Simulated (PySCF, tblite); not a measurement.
# C₈H₁₅Al: geometry, infrared bands and NMR shifts

Wanted: the infrared bands and NMR shifts of C₈H₁₅Al (`CC#[C][AlH][C](C)(C)CC`), by calculation.

Programs: tblite 0.8.0 and PySCF 2.14.0, with density-fitted response routines of our own. Each step states its level of theory. These are calculated values for one molecule in the gas phase, unless marked as measured. Atoms are numbered from 0 throughout.

## 1. Starting geometry

24 atoms, charge 0, multiplicity 1; geometry from: force field or distance geometry start.

Bonds of the start (Å): C0–C1 1.49, C1–C2 1.19, C2–Al3 1.95, Al3–C4 1.98, C4–C5 1.54, C4–C6 1.51, C4–C7 1.49, C7–C8 1.51, C0–H9 1.10, C0–H10 1.11, C0–H11 1.10, Al3–H12 1.62, C5–H13 1.11, C5–H14 1.12, C5–H15 1.09, C6–H16 1.10, C6–H17 1.11, C6–H18 1.11, C7–H19 1.13, C7–H20 1.12, C8–H21 1.10, C8–H22 1.12, C8–H23 1.13.

## 2. Optimising the geometry with GFN2-xTB

Job settings and geometry (Å):

```
{"job": {"kind": "relax", "xc": "GFN2-xTB", "basis": "xTB"}, "charge": 0, "multiplicity": 1}
C      4.221600    -1.330500    -0.689400
C      3.061000    -0.488800    -0.294000
C      2.139000     0.177700     0.069100
Al     0.634300     1.281000     0.651800
C     -1.219600     0.708900     0.271500
C     -1.912900     1.925200    -0.373100
C     -1.900100     0.549600     1.606400
C     -1.337000    -0.486400    -0.605000
C     -0.677300    -1.698900     0.015500
H      3.912500    -1.888700    -1.586000
H      4.555500    -1.991500     0.131100
H      5.089400    -0.715400    -0.979500
H      0.828500     2.851100     0.976600
H     -1.305900     2.801300    -0.065100
H     -2.950300     1.971800     0.042100
H     -1.973600     1.818100    -1.460200
H     -2.982500     0.486600     1.427300
H     -1.706400     1.477900     2.175000
H     -1.486100    -0.312300     2.172100
H     -2.441600    -0.718700    -0.672500
H     -0.958100    -0.294900    -1.643200
H      0.400600    -1.568400     0.204300
H     -1.168100    -1.936100     0.990200
H     -0.834700    -2.598800    -0.656300
```

Started as:

```sh
OMP_NUM_THREADS=1 python probes_run.py task.json out
```

The driver reads the jobs from task.json and runs them one after another.

**Question.** This job is followed by: GFN2-xTB harmonic vibrations, gas phase; GIAO PBE0/pcSseg-1 NMR shielding, non-relativistic, gas phase. Predict these results of the whole session: strongest single infrared mode (GFN2-xTB); zero-point energy (GFN2-xTB); 13C shifts against TMS (PBE0/pcSseg-1, means over atoms taken as alike); 1H shifts against TMS (PBE0/pcSseg-1, means over atoms taken as alike); 27Al shifts against AlH4- (PBE0/pcSseg-1); surface potential, 1st and 99th percentile.

**Answer**, as computed:

```
                                                               quantity                                         value
                              strongest single infrared mode (GFN2-xTB)                          658 cm⁻¹, 508 km/mol
                                           zero-point energy (GFN2-xTB)                                124.3 kcal/mol
13C shifts against TMS (PBE0/pcSseg-1, means over atoms taken as alike)  119.9, 95.5, 40.4, 34.4, 29.1, 22.2, 6.7 ppm
 1H shifts against TMS (PBE0/pcSseg-1, means over atoms taken as alike)              5.10, 2.15, 1.45, 1.21, 1.06 ppm
                              27Al shifts against AlH4- (PBE0/pcSseg-1)                                     169.8 ppm
                                  surface potential, 1st and 99th percentile                            -0.94 V and 1.90 V
```

Over 273 steps the energy fell by 0.718 eV; of the close pairs, Al3–H12 changed most, 1.615 to 1.552 Å. The lowest mode is slightly imaginary (11i cm⁻¹), a soft motion within the noise of the Hessian, so the minimum is not strictly shown. The strongest single mode, at 658 cm⁻¹, moves mainly H12. GFN2-xTB is a fitted tight-binding method: band positions and strengths are rough. Its intensities can rank the bands wrongly. At PBE0/pcSseg-1: The largest span, 292 ppm, is at C1, where the paramagnetic term is -210 ppm. By nearest atom (PBE0/pcSseg-1), the HOMO sits on C4 35 %; Al3 13 % and the LUMO on Al3 38 %; C1, C2 about 11 % each.
